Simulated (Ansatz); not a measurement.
# BaMg6Cu (Amm2) in Ansatz: single point with LDA

Aim: the single point of BaMg6Cu with LDA.

All numbers are computed with Ansatz 0.2.0; they aren't measurements. Logs are shortened: lines on timing, memory, paths and dates and some standing lists are left out, and cuts for length are marked.

## 1. The cell of the first run

It takes space group Amm2 (No. 38, orthorhombic). Conventional cell: a = 4.989 Å, b = 6.083 Å, c = 14.019 Å, α = 90.00°, β = 90.00°, γ = 90.00°. Ba (site symmetry mm2) is surrounded by 2 Cu at 3.40 Å and 8 Mg at 3.42 to 3.66 Å. Cu (site symmetry mm2) is surrounded by 6 Mg at 2.68 to 2.91 Å. Mg (site symmetry mm2) has 8 Mg at 3.10 to 3.26 Å and 2 Ba at 3.42 Å as nearest neighbours. Around Mg (site symmetry mm2) lie 8 Mg at 3.26 to 3.60 Å and 2 Cu at 3.67 Å. Mg (site symmetry m) is surrounded by 2 Cu at 2.91 Å and 5 Mg at 2.93 to 3.16 Å. Mg (site symmetry m) is surrounded by 1 Cu at 2.68 Å and 1 Mg at 2.96 Å.

The cell comes from a database or a generator and needn't be the stable form of this composition.

## 2. Single point, LDA (another cell of the same crystal, with 8 atoms)

Contents of input.yaml:

```yaml
crystal:
  lattice:
    - [4.98936, 0.0, 0.0]
    - [0.0, 7.64089304, 0.0]
    - [0.0, 5.2192710519, 5.580542638]
  atoms:
    - { symbol: Ba, position: [0.5, 0.706593, 0.706593] }
    - { symbol: Cu, position: [0.5, 0.097847, 0.097847] }
    - { symbol: Mg, position: [0.0, 0.873706, 0.873706] }
    - { symbol: Mg, position: [0.0, 0.289749, 0.289749] }
    - { symbol: Mg, position: [0.0, 0.314417, 0.832941] }
    - { symbol: Mg, position: [0.0, 0.832941, 0.314417] }
    - { symbol: Mg, position: [0.5, 0.19903, 0.685714] }
    - { symbol: Mg, position: [0.5, 0.685714, 0.19903] }
hamiltonian:
  xc: lda
  pseudopotentials: { kind: paw }
kpoints:
  mp_grid: { grid: [6, 5, 5] }
scf:
  occupations: { method: gaussian, width: 0.1 }
output:
  forces: true
  stress: true
  eigenvalues: true
```

Potentials or basis: Ansatz PAW.

Started as:

```console
ansatz run input.yaml --threads 4 --pin off --max-ram 11264MiB --backend cpu --events-out ev --progress --plain --runs-dir out
```

Log:

```text
Warning: RAYON_NUM_THREADS=4 ignored (pool sized by the plan → 4); use --threads N
Engine: ansatz 0.2.0, x86_64-unknown-linux-gnu
Pseudopotentials: kind: paw
Pseudopotential: Ba, paw, valence charge 10, recommended cutoff 420 eV (normal), Ba.paw.azcp
Pseudopotential: Cu, paw, valence charge 19, recommended cutoff 420 eV (normal), Cu.paw.azcp
Pseudopotential: Mg, paw, valence charge 10, recommended cutoff 420 eV (normal), Mg.paw.azcp
Functional definition: SPW92
  exchange = slater_x
  correlation = pw_c
Crystal: 8 atoms, lattice volume = 212.748 Å³
Basis set: ecut = 420 eV, 4153 PW (Γ)
Bands: 54, of which v1, the nominal top of the filled ones, is band 45 counted from 1 (44 counted from 0)
Symmetry: 4 space group operations
Space group: Amm2 (ITA 38), of the structure as read, at distance tolerance 6.0e-5 Å
k-points: 36 of 150 (time reversal used)
Non-local potential: Ba, projectors of the file, l = 0: 3, l = 1: 2, l = 2: 2, l = 3: 2
Non-local potential: Cu, projectors of the file, l = 0: 3, l = 1: 2, l = 2: 3, l = 3: 1
Non-local potential: Mg, projectors of the file, l = 0: 3, l = 1: 2, l = 2: 1
PAW form: soft (Blöchl's): semilocal exchange-correlation on the pseudo side does not see the compensation charge
PAW frozen core: Ba, regenerated for the run's functional, and the local potential with it (the file was generated under x = pbe(κ = 0.804, μ = 0.2195149727645171), c = pbe(β = 0.06672455060314922))
PAW frozen core: Cu, regenerated for the run's functional, and the local potential with it (the file was generated under x = pbe(κ = 0.804, μ = 0.2195149727645171), c = pbe(β = 0.06672455060314922))
PAW frozen core: Mg, regenerated for the run's functional, and the local potential with it (the file was generated under x = pbe(κ = 0.804, μ = 0.2195149727645171), c = pbe(β = 0.06672455060314922))
PAW one-centre angular grid: Ba, 194 points (default); XC on 64 Gauss nodes
PAW one-centre angular grid: Cu, 590 points (default); XC on 64 Gauss nodes
PAW one-centre angular grid: Mg, 110 points (default); XC on 64 Gauss nodes
Initial density: superposition of atomic densities (neutral atoms: chi_scale 0, normalization atom), corrected by the library's trained network
Initial wavefunctions: pseudopotential atomic-orbital guess
Functional: x = slater, c = lda
SCF iter   1: F=—  HF=-23744.125573 eV  |F-HF|=—  |Δ(HF+E_count)|=         —  Δρ=6.76e-3  dr2=6.14e-2  ethr=1.77e-3  ⟨swp⟩=9.7  Hψ=8731  notcnv=0
preconditioner: auto → Kerker (q_TF=auto, 2.359 Å⁻¹)  [metal: Δε(μ)=0.020 eV  Ē_g=6.673 eV  σ=0.100 eV  W_gap=0.11  n_scr=44 (ndim 8)  ℏωp=14.2 eV  f_vac=0.000  D(μ)=4.26/eV (n_scr^D=26)]
SCF iter   2: F=—  HF=-23744.096680 eV  |F-HF|=—  |Δ(HF+E_count)|=   2.89e-2  Δρ=2.28e-3  dr2=2.18e-2  ethr=6.90e-5  ⟨swp⟩=2.1  Hψ=3519  notcnv=0  defer=40
SCF iter   3: F=—  HF=-23744.093062 eV  |F-HF|=—  |Δ(HF+E_count)|=   3.62e-3  Δρ=1.39e-3  dr2=6.52e-3  ethr=2.45e-5  ⟨swp⟩=2.7  Hψ=3145  notcnv=0  defer=40
SCF iter   4: F=—  HF=-23744.092239 eV  |F-HF|=—  |Δ(HF+E_count)|=   8.24e-4  Δρ=6.51e-4  dr2=1.59e-3  ethr=7.33e-6  ⟨swp⟩=2.0  Hψ=2214  notcnv=0  defer=40
SCF iter   5: F=—  HF=-23744.091956 eV  |F-HF|=—  |Δ(HF+E_count)|=   2.83e-4  Δρ=1.20e-4  dr2=6.88e-5  ethr=1.79e-6  ⟨swp⟩=2.0  Hψ=2258  notcnv=0  defer=40
SCF iter   6: F=—  HF=-23744.091973 eV  |F-HF|=—  |Δ(HF+E_count)|=   1.75e-5  Δρ=3.41e-5  dr2=6.46e-6  ethr=7.73e-8  ⟨swp⟩=2.0  Hψ=2479  notcnv=0  defer=48
SCF iter   7: F=—  HF=-23744.091972 eV  |F-HF|=—  |Δ(HF+E_count)|=   7.11e-7  Δρ=1.50e-5  dr2=7.70e-7  ethr=7.25e-9  ⟨swp⟩=2.0  Hψ=2742  notcnv=0  defer=48
SCF iter   8: F=-23744.091972 eV  HF=-23744.091972 eV  |F-HF|=4.44e-8  |Δ(HF+E_count)|=   8.40e-8  Δρ=4.47e-6  dr2=7.26e-8  ethr=1.12e-10  ⟨swp⟩=9.2  Hψ=9971  notcnv=0
SCF 1 converged in 8 iterations: F = -23744.091972 eV  dr2 = 7.26e-8
SCF converged after 8 iterations
Free energy (F): -23744.091972 eV
Harris-Foulkes:  -23744.091972 eV  (|F-HF|=4.44e-8)
Internal energy: -23744.070108 eV  (E = F + TS)
E sigma→0 (E₀):  -23744.081040 eV
Entropy (-TS):   -0.021864 eV (-2.733 meV/atom)
Fermi energy:    5.782198 eV
--- Per-component energies (eV) ---
  E_band       = -2761.407589
  E_kinetic    = 918.708115
  E_local      = -17023.010439  (includes V_loc(G=0)·N_el)
  E_nonlocal   = 1036.890585
  E_hartree    = 6721.798481
  E_xc         = -421.948777
  E_vxc        = -467.147705  (∫ρ·V_xc dr)
  E_paw        = -8282.393953  (= ΣΔE_a)
  E_vpaw       = -670.423538  (= ΣTr[D̂ρ^β])
  E_aug_tail   = 0.000222  (compensation charges beyond the density's cutoff)
  E_ewald      = -6695.749395
  E_core_change = 1.635052  (= ΣΔE_core)
  E_smearing   = -0.021864  (= −TS)
  E_closure    = -0.000000  (closes the sum)
  Σ components = -23744.091972   (vs F -23744.091972, Δ=0.00e0)
--- Forces (eV/Å), atoms counted from 1 ---
  atom   1  Ba     0.00000000    -0.13451797    -0.05837276
  atom   2  Cu     0.00000000    -0.17893433    -0.07764681
  atom   3  Mg     0.00000000     0.02632595     0.01142389
  atom   4  Mg     0.00000000    -0.01233769    -0.00535382
  atom   5  Mg     0.00000000     0.04414906     0.07520955
  atom   6  Mg     0.00000000     0.08508639    -0.01912909
  atom   7  Mg     0.00000000     0.06090835     0.09269910
  atom   8  Mg     0.00000000     0.10930771    -0.01883551
  max |Σ_I F_I| component: 1.25e-5 eV/Å
--- Stress (GPa, compression-positive) ---
       -2.360772      -0.000000       0.000000
        0.000000      -2.079032       0.069820
        0.000000       0.069820      -2.209631
  P = ⅓ Tr σ = -2.2165 GPa (-22.165 kbar)
--- Band table (eV; the first three rows and the last of 36) ---
  k-point 0: bands = ["-105.8363", "-69.8401", "-69.4276", "-69.4253", "-69.4141", "-69.4080", "-69.4060", "-63.6672", "-63.6587", "-63.6378", "-37.2753", "-37.2740", "-37.2450", "-36.8795", "-36.8721", "-36.8690", "-36.8602", "-36.8535", "-36.8521", "-36.8421", "-36.8404", "-36.8374", "-36.8313", "-36.8285", "-36.8279", "-36.8266", "-36.8222", "-36.8211", "-22.0333", "-7.3316", "-7.2541", "-7.2498", "-0.4130", "2.4198", "2.9239", "3.0186", "3.0307", "3.0963", "3.1241", "3.3030", "3.9690", "4.4595", "4.7955", "5.4044", "5.5879", "6.2904", "6.6983", "8.2292", "8.2381", "8.3766", "8.7347", "9.0013", "9.1258", "9.2291"]
  k-point 1: bands = ["-105.8363", "-69.8401", "-69.4274", "-69.4254", "-69.4141", "-69.4078", "-69.4061", "-63.6672", "-63.6587", "-63.6378", "-37.2753", "-37.2740", "-37.2450", "-36.8786", "-36.8724", "-36.8672", "-36.8597", "-36.8518", "-36.8515", "-36.8428", "-36.8426", "-36.8372", "-36.8320", "-36.8284", "-36.8283", "-36.8261", "-36.8232", "-36.8221", "-22.0332", "-7.3311", "-7.2581", "-7.2537", "-0.2300", "2.1706", "2.6290", "2.9910", "3.0300", "3.0519", "3.1244", "3.3604", "3.7317", "4.3215", "5.4515", "5.5821", "5.9055", "6.7869", "6.8023", "7.5320", "7.7153", "8.2690", "8.3447", "8.5139", "9.0610", "9.5234"]
  k-point 2: bands = ["-105.8363", "-69.8401", "-69.4271", "-69.4258", "-69.4141", "-69.4075", "-69.4065", "-63.6672", "-63.6587", "-63.6378", "-37.2753", "-37.2740", "-37.2450", "-36.8772", "-36.8730", "-36.8628", "-36.8589", "-36.8512", "-36.8487", "-36.8459", "-36.8435", "-36.8368", "-36.8349", "-36.8289", "-36.8283", "-36.8257", "-36.8256", "-36.8225", "-22.0330", "-7.3302", "-7.2715", "-7.2531", "0.2098", "1.5062", "2.4478", "2.9720", "3.0297", "3.0343", "3.1236", "3.2593", "3.3474", "4.9097", "5.5886", "6.0127", "6.4941", "6.8305", "6.9948", "7.0139", "7.6216", "8.1269", "8.4368", "8.6018", "8.7081", "9.5500"]
  k-point 35: bands = ["-105.8363", "-69.8401", "-69.4274", "-69.4254", "-69.4139", "-69.4080", "-69.4062", "-63.6672", "-63.6587", "-63.6378", "-37.2754", "-37.2740", "-37.2450", "-36.8793", "-36.8733", "-36.8674", "-36.8593", "-36.8560", "-36.8429", "-36.8403", "-36.8390", "-36.8386", "-36.8371", "-36.8365", "-36.8277", "-36.8243", "-36.8214", "-36.8209", "-22.0292", "-7.3829", "-7.3149", "-7.2426", "1.4743", "1.4956", "2.5532", "2.8304", "2.9136", "2.9867", "3.1141", "3.2581", "3.3402", "4.1359", "4.2588", "5.7779", "5.9846", "6.4974", "6.6663", "6.9085", "7.3510", "7.5273", "8.3082", "8.7914", "9.1607", "9.5366"]
```

Run time: 39 s. Hardware: 4 threads of Intel Xeon at 2.50GHz (Skylake/Cascade Lake), shared host; peak memory 0.71 GiB.

What came out:

```yaml
Free_energy: -23744.0920 eV
Pressure: -2.2 GPa
Largest_force: 0.195 eV/Å
Band_gap_on_the_k_mesh: none (metal or under the smearing width)
```

Forces on the atoms (eV/Å):
```
Ba   0.000 -0.135 -0.058
Cu   0.000 -0.179 -0.078
Mg   0.000  0.026  0.011
Mg   0.000 -0.012 -0.005
Mg   0.000  0.044  0.075
Mg   0.000  0.085 -0.019
Mg   0.000  0.061  0.093
Mg   0.000  0.109 -0.019
```

Caveat: the PAW data sets come from PBE, with cores solved anew for the run's functional, which leaves a small shift of forces and pressure.
